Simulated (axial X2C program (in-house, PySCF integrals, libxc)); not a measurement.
**ClGdCl: the levels of the configuration f8 s0**

Aim: the spin–orbit levels of ClGdCl that arise from the configuration f8 s0 of Gd, and how they move with the bond.

The runs use an in-house X2C program for linear molecules on PySCF integrals; two-component X2C, average-of-configuration Hartree–Fock and CI in the open shells.

All values are calculated.

## 1. The job

File task.json:

```json
{"zs": [17, 64, 17], "q": 0, "bas": ["dyall-av3z", "dyall-v3z", "dyall-av3z"], "r0": 2.68, "metal": 1, "shells": [[3, [0, 1, 2, 3], 8], [0, [0], 0]], "fix": 0, "emax": 2.2, "nroots": 4}
```

Keys: zs atomic numbers; q charge; bas basis sets; r0 starting distance in Å; metal index of the metal atom; shells open shells as [l, |m| values, electrons]; fix electron count of the first shell held; emax energy window in eV; nroots roots for each Ω.

Command:

```
$ python soci.py task.json out
```

Two-component X2C with atomic mean-field Coulomb and Gaunt terms, basis Cl dyall-av3z, Gd dyall-v3z (cores contracted in-house). Orbitals come from Hartree–Fock averaged over the configuration Gd f8 s0; CI then distributes these electrons over the f, s shells of Gd.

## 2. CI at Cl–Gd–Cl held linear, both bonds 2.676 Å

Output:

```text
average of configuration f8 s0
basis functions 302  fitting functions 1497
iter      average energy  largest gradient
   1     -12184.551244135   1.30e+00
   2     -12184.602261849   4.41e-03
   3     -12184.602371978   1.70e-03
   4     -12184.602375282   1.12e-03
   5     -12184.602375805   2.26e-05
   6     -12184.602375816   2.12e-05
   7     -12184.602375817   1.33e-06
converged
CI levels
2*Omega        energy/Eh    cm-1   g(par)  dipole/D  leading shell counts
   12    -12184.94089287        0  17.960    0.000  {'8 0': 1.0}
   10    -12184.93924268      362  14.376    0.000  {'8 0': 1.0}
    8    -12184.93756149      731  10.857    0.000  {'8 0': 1.0}
    6    -12184.93585969     1105   7.451    0.000  {'8 0': 1.0}
    4    -12184.93418475     1472   4.276    0.000  {'8 0': 1.0}
    2    -12184.93271761     1794   1.638    0.000  {'8 0': 1.0}
    0    -12184.93203481     1944   0.000    0.000  {'8 0': 1.0}
   10    -12184.93093934     2185  15.565    0.000  {'8 0': 1.0}
    8    -12184.93024384     2337  11.758    0.000  {'8 0': 1.0}
    6    -12184.92951857     2496   8.008    0.000  {'8 0': 1.0}
    4    -12184.92880939     2652   4.439    0.000  {'8 0': 1.0}
    2    -12184.92822874     2779   1.481    0.000  {'8 0': 1.0}
    0    -12184.92799542     2831   0.000    0.000  {'8 0': 1.0}
    0    -12184.92545505     3388   0.000    0.000  {'8 0': 1.0}
    2    -12184.92493957     3501   2.771    0.000  {'8 0': 1.0}
    4    -12184.92414030     3677   6.148    0.000  {'8 0': 1.0}
    6    -12184.92356972     3802   9.545    0.000  {'8 0': 1.0}
    0    -12184.92349772     3818   0.000    0.000  {'8 0': 1.0}
    8    -12184.92336325     3847  13.319    0.000  {'8 0': 1.0}
    2    -12184.92167649     4218   3.845    0.000  {'8 0': 1.0}
    0    -12184.92109173     4346   0.000    0.000  {'8 0': 1.0}
    4    -12184.91986780     4614   7.308    0.000  {'8 0': 1.0}
    6    -12184.91789521     5047  10.933    0.000  {'8 0': 1.0}
    0    -12184.91788181     5050   0.000    0.000  {'8 0': 1.0}
    0    -12184.91338660     6037   0.000    0.000  {'8 0': 1.0}
```

Dipoles in the output refer to the first atom as origin.

Wall time 5.2 s (1 thread of Arm Neoverse V1, shared host); peak memory 0.57 GiB.

Active spinors (ω > 0; filled shells left out):

| shell | ω | ε (eV) | character |
| --- | --- | --- | --- |
| f | 5/2 | -1.15 | 100% Gd f |
| f | 3/2 | -1.03 | 100% Gd f |
| f | 1/2 | -0.94 | 100% Gd f |
| f | 7/2 | -0.55 | 100% Gd f |
| f | 5/2 | -0.45 | 100% Gd f |
| f | 3/2 | -0.37 | 100% Gd f |
| f | 1/2 | -0.31 | 99% Gd f |
| s | 1/2 | -0.40 | 67% Gd s, 20% Gd d, 6% Cl s |

The levels:

| Ω | energy (cm⁻¹) | g∥ | configuration |
| --- | --- | --- | --- |
| 6 | 0 | 17.96 | 100% f8 |
| 5 | 362 | 14.38 | 100% f8 |
| 4 | 731 | 10.86 | 100% f8 |
| 3 | 1105 | 7.45 | 100% f8 |
| 2 | 1472 | 4.28 | 100% f8 |
| 1 | 1794 | 1.64 | 100% f8 |
| 0 | 1944 | 0.00 | 100% f8 |
| 5 | 2185 | 15.57 | 100% f8 |
| 4 | 2337 | 11.76 | 100% f8 |
| 3 | 2496 | 8.01 | 100% f8 |
| 2 | 2652 | 4.44 | 100% f8 |
| 1 | 2779 | 1.48 | 100% f8 |
| 0 | 2831 | 0.00 | 100% f8 |
| 0 | 3388 | 0.00 | 100% f8 |
| 1 | 3501 | 2.77 | 100% f8 |
| 2 | 3677 | 6.15 | 100% f8 |
| 3 | 3802 | 9.55 | 100% f8 |
| 0 | 3818 | 0.00 | 100% f8 |
| 4 | 3847 | 13.32 | 100% f8 |
| 1 | 4218 | 3.85 | 100% f8 |

g∥ is the magnitude of 2⟨Lz + ge Sz⟩ for the +Ω component.

## 3. The same at Cl–Gd–Cl held linear, both bonds 3.158 Å

| Ω | energy (cm⁻¹) | g∥ | configuration |
| --- | --- | --- | --- |
| 6 | 0 | 17.96 | 100% f8 |
| 5 | 315 | 14.46 | 100% f8 |
| 4 | 628 | 11.05 | 100% f8 |
| 3 | 934 | 7.80 | 100% f8 |
| 2 | 1215 | 4.80 | 100% f8 |
| 1 | 1431 | 2.19 | 100% f8 |
| 0 | 1518 | 0.00 | 100% f8 |
| 5 | 2024 | 15.48 | 100% f8 |
| 4 | 2154 | 11.74 | 100% f8 |
| 3 | 2290 | 8.08 | 100% f8 |

## 4. Curves along the symmetric stretch (R is each bond)

The same input was run at the other distances (logs left out). Energies in cm⁻¹ from the lowest point; levels are followed by energy order within each Ω.

| R (Å) | (1)Ω=6 | (1)Ω=5 | (1)Ω=4 | (1)Ω=3 | (1)Ω=2 | (1)Ω=1 | (1)Ω=0 |
| --- | --- | --- | --- | --- | --- | --- | --- |
| 2.489 | 3123 | 3481 | 3847 | 4221 | 4592 | 4923 | 5082 |
| 2.582 | 705 | 1068 | 1439 | 1816 | 2190 | 2522 | 2680 |
| 2.676 | 0 | 362 | 731 | 1105 | 1472 | 1794 | 1944 |
| 2.783 | 713 | 1069 | 1430 | 1794 | 2148 | 2450 | 2586 |
| 2.890 | 2540 | 2887 | 3237 | 3587 | 3922 | 4201 | 4321 |
| 3.011 | 5482 | 5815 | 6150 | 6481 | 6792 | 7042 | 7146 |
| 3.158 | 9798 | 10113 | 10426 | 10732 | 11012 | 11229 | 11316 |

Constants where the minimum is well bracketed:

| level of the curve | Te (cm⁻¹) | Re (Å) | ωe (cm⁻¹) |
| --- | --- | --- | --- |
| (1)Ω=6 | 0 | 2.676 | 261.3 |
| (1)Ω=5 | 362 | 2.677 | 260.8 |
| (1)Ω=4 | 731 | 2.677 | 260.2 |
| (1)Ω=3 | 1105 | 2.677 | 259.4 |
| (1)Ω=2 | 1472 | 2.678 | 258.5 |
| (1)Ω=1 | 1794 | 2.679 | 257.3 |
| (1)Ω=0 | 1943 | 2.680 | 256.6 |

## 5. Results

```
                 quantity                       value
lowest level of the model  Ω = 6, g∥ = 17.96, 100% f8
               next level      Ω = 5, 362 cm⁻¹ higher
  lowest curve, Re and ωe         2.676 Å, 261.3 cm⁻¹
```

**Reading.** In the lowest level ⟨Sz⟩ = 2.97 and ⟨Lz⟩ = 3.03; its leading determinant has weight 0.20 among 450. The 7 lowest levels are the Ω components of the Hund's-rule level 7F6 of f8 (free-ion gJ = 1.500), split by the axial field over 1944 cm⁻¹. From 2.676 to 3.158 Å the gap from the lowest to the fifth level goes from 1472 to 1215 cm⁻¹. Without dynamic correlation distances can be off by several hundredths of an Å, and the wavenumbers are rough. Dynamic correlation is missing, so gaps between terms are too wide and other configurations may lie lower; the lowest level listed is that of this model, not necessarily the ground state. At most 4 roots were kept for each Ω > 0 (twice that for Ω = 0) within 2.2 eV of the lowest, so higher up levels can be missing between those listed; levels with Ω > 0 are doubly degenerate and listed once, Ω = 0 levels singly. States that fill the shells left empty in the average are placed too high. The molecule was held linear; bending was not examined.
